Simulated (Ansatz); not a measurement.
# CH6Cl2O2Si2: relaxing the structure

The task is to find a stationary geometry of CH6Cl2O2Si2.

Computed with Ansatz 0.2.0, Gaussian basis. Level: RKS PBE0-D4/def2-TZVP.

Levels to be run: relaxation at PBE0-D4/def2-TZVP.

1 further run of the same task is left out (set aside as unsound or not needed).

### 1 The starting structure

13 atoms, charge 0, spin multiplicity 1.

Atoms are counted from 1 here; the program's logs count them from 0.

Bond lengths: O1–Si2 1.642 Å, O1–H8 0.953 Å, Si2–C3 1.897 Å, Si2–H9 1.463 Å, Si2–H10 1.461 Å, C3–Si4 1.897 Å, C3–H11 1.087 Å, C3–H12 1.089 Å, Si4–O5 1.619 Å, Si4–Cl6 2.026 Å, Si4–Cl7 2.012 Å, O5–H13 0.960 Å. Angles: Si2–O1–H8 120.5°, O1–Si2–C3 103.9°, O1–Si2–H9 109.4°, O1–Si2–H10 108.9°, C3–Si2–H9 110.9°, C3–Si2–H10 112.4°, H9–Si2–H10 111.1°, Si2–C3–Si4 113.1°, Si2–C3–H11 108.7°, Si2–C3–H12 109.2°, Si4–C3–H11 110.8°, Si4–C3–H12 108.6°, H11–C3–H12 106.2°, C3–Si4–O5 111.2°, C3–Si4–Cl6 109.3°, C3–Si4–Cl7 112.9°, O5–Si4–Cl6 109.3°, O5–Si4–Cl7 104.7° and more.

As a file:

```xyz
13

O     0.1827    1.8785    0.0871
Si   -0.5523    0.9789   -1.0727
C     0.1568   -0.7620   -0.8147
Si    0.2123   -1.2804    1.0088
O     0.9202   -0.1430    1.9185
Cl   -1.6748   -1.5920    1.6757
Cl    1.3108   -2.9378    1.3185
H     0.0660    2.8244    0.1120
H    -0.1930    1.5000   -2.3920
H    -1.9980    1.0274   -0.8647
H    -0.4293   -1.4664   -1.3995
H     1.1678   -0.7997   -1.2183
H     0.8309    0.7722    1.6413
```

The start is a GFN2-xTB geometry.

### 2 Geometry optimisation, PBE0-D4/def2-TZVP

in.yaml reads:

```yaml
crystal:
  periodic: [false, false, false]
  atoms:
    - {symbol: O, position_ang: [0.182690, 1.878500, 0.087130]}
    - {symbol: Si, position_ang: [-0.552290, 0.978880, -1.072670]}
    - {symbol: C, position_ang: [0.156770, -0.761990, -0.814740]}
    - {symbol: Si, position_ang: [0.212330, -1.280360, 1.008770]}
    - {symbol: O, position_ang: [0.920210, -0.143010, 1.918550]}
    - {symbol: Cl, position_ang: [-1.674790, -1.591990, 1.675690]}
    - {symbol: Cl, position_ang: [1.310790, -2.937830, 1.318510]}
    - {symbol: H, position_ang: [0.066000, 2.824390, 0.111990]}
    - {symbol: H, position_ang: [-0.192990, 1.499960, -2.392030]}
    - {symbol: H, position_ang: [-1.998040, 1.027370, -0.864660]}
    - {symbol: H, position_ang: [-0.429300, -1.466400, -1.399470]}
    - {symbol: H, position_ang: [1.167750, -0.799740, -1.218310]}
    - {symbol: H, position_ang: [0.830880, 0.772230, 1.641250]}
basis:
  gaussian: {orbitals: def2-TZVP}
hamiltonian: {xc: pbe0, dispersion: d4}
relax: {f_tol: 0.005, max_steps: 150}
```

Run with:

```bash
> ansatz run in.yaml --threads 2 --pin off --events-out ev --progress --plain --max-ram 22528MiB --backend cuda --devices 0, --max-vram 18GiB
```

Q: Predict the results of all the runs planned. Wanted: point group; shift from the start; total energy; dispersion term; dipole moment.

The runs gave:

| quantity | value |
| --- | --- |
| point group | C1 |
| steps | 13 |
| shift from the start (rms) | 0.139 Å |
| total energy | -46019.2731 eV |
| dispersion term | -391 meV |
| dipole moment | 4.10 D |

In words: The relaxed geometry lies 0.14 Å (rms) from the start; the bond that changed most is C3–Si4, from 1.897 to 1.852 Å. No vibrations were run, so it is not proven to be a minimum. The largest Mulliken charge, +0.65 e, sits on Si4.
